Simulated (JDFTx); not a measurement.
InAg:

```
CELL_PARAMETERS angstrom
3.46479 0.00000 0.00000
0.00000 3.46479 0.00000
0.00000 0.00000 3.46479
ATOMIC_POSITIONS crystal
In 0.50000 0.50000 0.50000
Ag 0.00000 0.00000 0.00000
```

The cell comes from a database or a generator and needn't be the stable form of this composition.

| Item | Value |
| --- | --- |
| Program | JDFTx 1.7.0 (patched build) |
| Task | single point |
| Functional | PBEsol |
| Potentials or basis | PseudoDojo-SR-PBEsol-0.4.1-standard with smoothed tails |
| Cutoff | 1116 eV |
| Density cutoff | 8925 eV |
| k mesh | 8 × 8 × 8 |
| Occupations | fermi-dirac, width 0.05 eV |
| Spin | no spin polarisation |

On this cell: pressure -2.6 GPa; largest force zero by symmetry; band gap on the k mesh none (metal or under the smearing width).

The same run follows on a disturbed copy (atoms moved at random, drawn with an rms of 0.05 Å):

```
CELL_PARAMETERS angstrom
3.46479 0.00000 0.00000
0.00000 3.46479 0.00000
0.00000 0.00000 3.46479
ATOMIC_POSITIONS crystal
In 0.49706 0.48652 0.50107
Ag 0.00221 0.00521 0.98788
```

**Question.** What does the disturbed cell give?

**Answer.** The energy (extrapolated to zero smearing) moves by +3.2 meV/atom; pressure -2.4 GPa; largest force 0.156 eV/Å; band gap on the k mesh none (metal or under the smearing width).

Forces in eV/Å, atoms in the order of the input:
```
In   0.035  0.124 -0.088
Ag  -0.034 -0.124  0.088
```

Stress tensor (GPa, compression positive):
```
-2.40  0.05 -0.03
 0.05 -2.47 -0.12
-0.03 -0.12 -2.43
```

Caveats: the empty levels aren't tightly converged.
